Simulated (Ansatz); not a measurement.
Write a Python script for Ansatz 0.2.0, Python API that makes a ladder of methods at one geometry of C₃H₅FSi, SMILES CC1=C(F)[SiH2]1. Settings (for the species named): HSE06, def2-SVP basis, multiplicity 1. The script varies functional: hse06, lda, r2scan, b3lyp, pbe, revpbe.

The script reads `c3h5fsi.xyz`:
```text
10

C    -1.23990   -0.55190   -0.18510
C    -0.06770    0.24680   -0.48370
C     1.11180   -0.18780   -0.81720
F     1.49260   -1.48950   -0.84350
Si    1.20600    0.99220    0.50520
H    -1.68320   -0.25370    0.79520
H    -2.03430   -0.25340   -0.92660
H    -1.08600   -1.57180   -0.25040
H     1.31980    2.46410    0.25340
H     1.06410    0.55390    1.95570
```

The script, `methods_c3h5fsi.py`:
```python
from pathlib import Path

import ansatz
import numpy as np

config = {
    'basis': 'def2-SVP',
}


def main() -> None:
    c3h5fsi = ansatz.Crystal.molecule_from_extxyz('c3h5fsi.xyz')

    calculation = c3h5fsi.calculation().basis(gaussian=config['basis'])

    print('functional    E (Ha)        dipole (D)   HOMO (eV)  LUMO (eV)')
    for name in ['hse06', 'lda', 'r2scan', 'b3lyp', 'pbe', 'revpbe']:
        report = calculation.functional(name).forces().orbitals().run(threads=1, backend='cpu', runs_dir='runs').report
        lines = Path(report['orbitals_path']).read_text().splitlines()
        field_of = lambda key: [line.split('=')[1].strip() for line in lines if line.startswith(key)]
        orbitals = [(27.211386 * float(e), s, float(n)) for e, s, n in zip(field_of('Ene='), field_of('Spin='), field_of('Occup='))]
        homo = max(e for e, _, n in orbitals if n > 0.5)
        lumo = min(e for e, _, n in orbitals if n < 0.5)
        dipole = 4.803205 * np.linalg.norm(report['charge_distribution']['dipole_moment_e_ang'])
        print(f'{name:10s} {report["free_energy_ev"] / 27.211386246:14.6f} {dipole:9.3f} {homo:11.3f} {lumo:10.3f}')


if __name__ == '__main__':
    main()
```

```console
$ python methods_c3h5fsi.py
functional    E (Ha)        dipole (D)   HOMO (eV)  LUMO (eV)
hse06         -505.901284     1.582      -7.043     -1.782
lda           -503.390625     1.510      -6.259     -2.383
r2scan        -506.135841     1.544      -6.436     -2.178
b3lyp         -506.295749     1.524      -7.176     -1.559
pbe           -505.878197     1.408      -6.138     -2.240
revpbe        -506.153209     1.381      -6.097     -2.182
```

What to keep in mind:
- The settings weren't tested for convergence.
- The geometry is a force-field or estimated start, not a minimum of this method, and the basis set is short of its limit. A lower total doesn't mark the better method: functionals have no common bound, and MP2 and coupled cluster aren't variational.
- b3lyp holds the VWN-RPA fit, as in Gaussian; the form of ORCA and Turbomole is b3lyp5.
- Levels such as HOMO and LUMO are orbital energies: with these approximate functionals they aren't the ionisation energy and electron affinity, and their gap isn't the fundamental gap.
- hse06 follows the composition of plane-wave codes, whose totals differ by tens of mHa, up to about 0.1 Ha, from the form usual in Gaussian-basis programs (wpbeh).
- Hardware and time: 24 s on 1 thread of Arm Neoverse V1, on a shared host, peak memory 0.28 GiB.
